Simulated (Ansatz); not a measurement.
**CH₈AlFSi₂: up Jacob's ladder to CCSD(T)**

How much do the methods differ for CH₈AlFSi₂? The plan is to run it at one geometry with functionals of several rungs and with coupled cluster, and see how far each lands from CCSD(T) at the basis-set limit for the atomisation energy.

Program: Ansatz 0.2.0, Gaussian basis. Level of theory: functionals in def2-TZVPP, the program's frozen cores in correlated methods. These are calculated values, not measurements.

Levels to be run: PBE-D4, r2SCAN-D4, PBE0-D4, B3LYP-D4, ωB97X-V, ωB97M-V, B2PLYP; CCSD(T)/def2-TZVPP; MP2/def2-QZVPP; extrapolation to the limit.

## (1) The relaxed structure

All runs share one geometry, relaxed beforehand with PBE0-D4 in a triple-zeta def2 set.

SMILES `F[CH2][Al]([SiH3])[SiH3]`, 13 atoms, charge 0, spin multiplicity 1.

Atoms are counted from 1 here; the program's logs count them from 0.

Bond lengths: F1–C2 1.399 Å, C2–Al3 1.986 Å, C2–H6 1.099 Å, C2–H7 1.099 Å, Al3–Si4 2.456 Å, Al3–Si5 2.461 Å, Si4–H8 1.491 Å, Si4–H9 1.491 Å, Si4–H10 1.490 Å, Si5–H11 1.492 Å, Si5–H12 1.492 Å, Si5–H13 1.491 Å. Angles: F1–C2–Al3 112.0°, F1–C2–H6 107.7°, F1–C2–H7 107.7°, Al3–C2–H6 111.7°, Al3–C2–H7 111.7°, H6–C2–H7 105.8°, C2–Al3–Si4 118.3°, C2–Al3–Si5 118.0°, Si4–Al3–Si5 123.7°, Al3–Si4–H8 110.6°, Al3–Si4–H9 110.7°, Al3–Si4–H10 112.5°, H8–Si4–H9 107.6°, H8–Si4–H10 107.6°, H9–Si4–H10 107.7°, Al3–Si5–H11 110.5°, Al3–Si5–H12 110.5°, Al3–Si5–H13 113.6° and more.

## (2) PBE-D4 (GGA)

File in.yaml:

```yaml
crystal:
  periodic: [false, false, false]
  atoms:
    - {symbol: F, position_ang: [-0.004713, 2.753359, -0.977899]}
    - {symbol: C, position_ang: [0.385286, 1.490374, -1.434678]}
    - {symbol: Al, position_ang: [0.028763, 0.071368, -0.091833]}
    - {symbol: Si, position_ang: [-0.983870, 0.722101, 2.048992]}
    - {symbol: Si, position_ang: [0.631057, -2.244217, -0.669941]}
    - {symbol: H, position_ang: [-0.143587, 1.297755, -2.378139]}
    - {symbol: H, position_ang: [1.451188, 1.543307, -1.695349]}
    - {symbol: H, position_ang: [-0.104989, 1.685151, 2.772525]}
    - {symbol: H, position_ang: [-2.298955, 1.389118, 1.828892]}
    - {symbol: H, position_ang: [-1.212730, -0.443880, 2.948246]}
    - {symbol: H, position_ang: [1.612676, -2.790574, 0.312005]}
    - {symbol: H, position_ang: [-0.571548, -3.126034, -0.620229]}
    - {symbol: H, position_ang: [1.231721, -2.382529, -2.027591]}
basis:
  gaussian: {orbitals: def2-TZVPP}
hamiltonian: {xc: pbe, dispersion: d4}
output: {forces: true, orbitals: {seedname: orbitals}}
```

Command:

```bash
$ ansatz run in.yaml --threads 4 --pin off --events-out ev --progress --plain --max-ram 10444MiB
```

After this run come: r2SCAN-D4 (meta-GGA); PBE0-D4 (hybrid); B3LYP-D4 (hybrid); ωB97X-V (range-separated); ωB97M-V (range-separated); B2PLYP (double hybrid); CCSD(T) in def2-TZVPP; MP2 in def2-QZVPP.

Q: Predict the results of all the runs planned. Wanted: atomisation energy, CCSD(T)/CBS; farthest; mean size of error, hybrid; mean size of error, range-separated; gap, smallest and largest; T1 diagnostic; triples share of the correlation energy.

The runs gave:

| quantity | value |
| --- | --- |
| atomisation energy, CCSD(T)/CBS | 3948.5 kJ/mol |
| functionals within 19.7 kJ/mol (0.5 %) | PBE-D4, r2SCAN-D4, B3LYP-D4, ωB97M-V |
| farthest | B2PLYP (-66.6 kJ/mol) |
| mean size of error, hybrid | 23.3 kJ/mol |
| mean size of error, range-separated | 18.4 kJ/mol |
| gap, smallest and largest | 3.25 eV (PBE-D4), 9.15 eV (ωB97X-V) |
| T1 diagnostic | 0.0130 |
| triples share of the correlation energy | 3.3 % |

In words: PBE-D4 misses by -1.2 kJ/mol. Double hybrids carry the basis error of their MP2 part in triple zeta, and no dispersion term here, so their miss is partly the set-up's. The reference freezes the cores and leaves out relativity and excitations past (T), so misses under about 19.7 kJ/mol can't be ranked. Hartree-Fock recovers 75 % of the binding; the rest is correlation. Orbital gaps span 3.3 to 9.2 eV; exact exchange widens them.
